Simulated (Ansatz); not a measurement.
**CH5BTe: functionals against CCSD(T) at one geometry**

The atoms stand at a structure displaced at random from a GFN2-xTB minimum. How far do the functionals agree with CCSD(T) there?

The runs use Ansatz 0.2.0, Gaussian basis; single points in def2-TZVPP.

Correlated methods freeze the cores. Filled d shells of the heavier atoms are correlated. Core potentials replace the inner electrons past krypton, and spin-orbit coupling is left out. B3LYP uses VWN-RPA correlation.

## 1. Where the work starts

8 atoms, charge 0, spin multiplicity 1.

Atoms are counted from 1 here; the program's logs count them from 0.

Bond lengths: B1–Te2 2.074 Å, B1–H4 1.148 Å, B1–H5 1.193 Å, Te2–C3 2.172 Å, C3–H6 1.129 Å, C3–H7 1.105 Å, C3–H8 1.073 Å. Angles: Te2–B1–H4 119.2°, Te2–B1–H5 120.2°, H4–B1–H5 120.6°, B1–Te2–C3 98.0°, Te2–C3–H6 108.0°, Te2–C3–H7 108.2°, Te2–C3–H8 110.3°, H6–C3–H7 108.7°, H6–C3–H8 109.3°, H7–C3–H8 112.2°.

As a file:

```xyz
8
CH5BTe
B    -0.6915    1.2333   -1.0889
Te   -1.2209    0.2937    0.6832
C     0.5226   -0.9871    0.8767
H    -1.3971    2.0188   -1.5389
H     0.3427    0.9711   -1.6217
H     1.4424   -0.3436    0.7600
H     0.5012   -1.7258    0.0550
H     0.5371   -1.4541    1.8424
```

## 2. CCSD(T)/def2-TZVPP

Contents of run/in.yaml:

```yaml
crystal:
  periodic: [false, false, false]
  atoms:
    - {symbol: B, position_ang: [-0.691500, 1.233300, -1.088900]}
    - {symbol: Te, position_ang: [-1.220900, 0.293700, 0.683200]}
    - {symbol: C, position_ang: [0.522600, -0.987100, 0.876700]}
    - {symbol: H, position_ang: [-1.397100, 2.018800, -1.538900]}
    - {symbol: H, position_ang: [0.342700, 0.971100, -1.621700]}
    - {symbol: H, position_ang: [1.442400, -0.343600, 0.760000]}
    - {symbol: H, position_ang: [0.501200, -1.725800, 0.055000]}
    - {symbol: H, position_ang: [0.537100, -1.454100, 1.842400]}
basis:
  gaussian: {orbitals: def2-TZVPP}
correlation: {method: ccsd_t}
output: {forces: true}
```

No record of the launch command was kept for these runs.

## 3. PBE0-D4/def2-TZVPP

Changes to run/in.yaml since step 2:

```diff
@@ -13,3 +13,3 @@
   gaussian: {orbitals: def2-TZVPP}
-correlation: {method: ccsd_t}
-output: {forces: true}
+hamiltonian: {xc: pbe0, dispersion: d4}
+output: {forces: true, orbitals: {seedname: orbitals}}
```

## 4. wB97M-V/def2-TZVPP

Changes to run/in.yaml since step 3:

```diff
@@ -13,3 +13,3 @@
   gaussian: {orbitals: def2-TZVPP}
-hamiltonian: {xc: pbe0, dispersion: d4}
-output: {forces: true, orbitals: {seedname: orbitals}}
+hamiltonian: {xc: {name: wB97M-V}}
+output: {forces: true}
```

## 5. r2SCAN-D4/def2-TZVPP

Changes to run/in.yaml since step 4:

```diff
@@ -13,3 +13,3 @@
   gaussian: {orbitals: def2-TZVPP}
-hamiltonian: {xc: {name: wB97M-V}}
+hamiltonian: {xc: r2scan, dispersion: d4}
 output: {forces: true}
```

## 6. PBE-D4/def2-TZVPP

Changes to run/in.yaml since step 5:

```diff
@@ -13,3 +13,3 @@
   gaussian: {orbitals: def2-TZVPP}
-hamiltonian: {xc: r2scan, dispersion: d4}
+hamiltonian: {xc: pbe, dispersion: d4}
 output: {forces: true}
```

## 7. LC-wPBE/def2-TZVPP

Changes to run/in.yaml since step 6:

```diff
@@ -13,3 +13,3 @@
   gaussian: {orbitals: def2-TZVPP}
-hamiltonian: {xc: pbe, dispersion: d4}
+hamiltonian: {xc: {name: LC-wPBE}}
 output: {forces: true}
```

## 8. B3LYP-D4/def2-TZVPP

Changes to run/in.yaml since step 7:

```diff
@@ -13,3 +13,3 @@
   gaussian: {orbitals: def2-TZVPP}
-hamiltonian: {xc: {name: LC-wPBE}}
+hamiltonian: {xc: {name: B3LYP}, dispersion: d4}
 output: {forces: true}
```

(Steps that only read results are left out.)

Q: Predict the outcome of this session. Wanted: energy less free atoms, CCSD(T)/def2-TZVPP; RMS force component; RMS force error; HOMO and LUMO, PBE0-D4; T1 diagnostic.

The runs gave:

```
                                  quantity                                                                                            value
energy less free atoms, CCSD(T)/def2-TZVPP                                                                                       -26.603 eV
                       RMS force component                                                             0.555 to 0.606 eV/Å over the methods
                           RMS force error  PBE0-D4 0.030, wB97M-V 0.062, r2SCAN-D4 0.034, PBE-D4 0.111, LC-wPBE 0.156, B3LYP-D4 0.099 eV/Å
                    HOMO and LUMO, PBE0-D4                                                                               -6.82 and -1.50 eV
                             T1 diagnostic                                                                                            0.015
```

**Reading.** Against CCSD(T) the functionals' energies less atoms differ by -1.034 to -0.232 eV, PBE-D4 by -1.034 eV. A larger basis would deepen the CCSD(T) value, while the functionals are nearly converged already, so the order here is not reliable. For forces PBE0-D4 does best and LC-wPBE worst.
